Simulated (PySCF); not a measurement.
# MnO2 (Mn ... O2): the cost of one run

Computed with PySCF 2.14.0 and routines of our own; the level stands in each step. Atoms count from 0.

## (1) The starting structure

3 atoms, charge 0, high-spin multiplicity 8; geometry from: GFN2-xTB fragments, placed rigidly.

The system (radical pair): Mn···O2. The radical centres are 2.46 Å apart; the spin sites are atom 0 (5 unpaired) and atoms 1, 2 (2 unpaired).

At this distance the two fragments lie within reach of a covalent bond, so this is one molecule with a stretched bond rather than a weakly coupled pair, and the singlet pairs its electrons.

## (2) Magnetic exchange: CASSCF and SC-NEVPT2/def2-TZVP (7,7)

Job settings and geometry (Å):

```
{"job": {"kind": "cas", "basis": "def2-TZVP", "active": "magnetic", "zfs": false}, "charge": 0, "high_spin_multiplicity": 8, "spin_sites": [[[0], 5], [[1, 2], 2]]}
Mn     0.285200     0.000000    -1.925200
O      0.285200     0.000000     0.534800
O     -0.570300    -0.000000     1.390300
```

Method: CASSCF and SC-NEVPT2/def2-TZVP spin states, gas phase.

Started as:

```bash
> OMP_NUM_THREADS=1 python exch_run.py task.json out
```

The driver reads the jobs from task.json and runs them one after another.

Q: Estimate the wall time and peak memory of this first job on 1 thread of Arm Neoverse N1, shared host.

About 6 s, with a peak of 0.25 GiB.
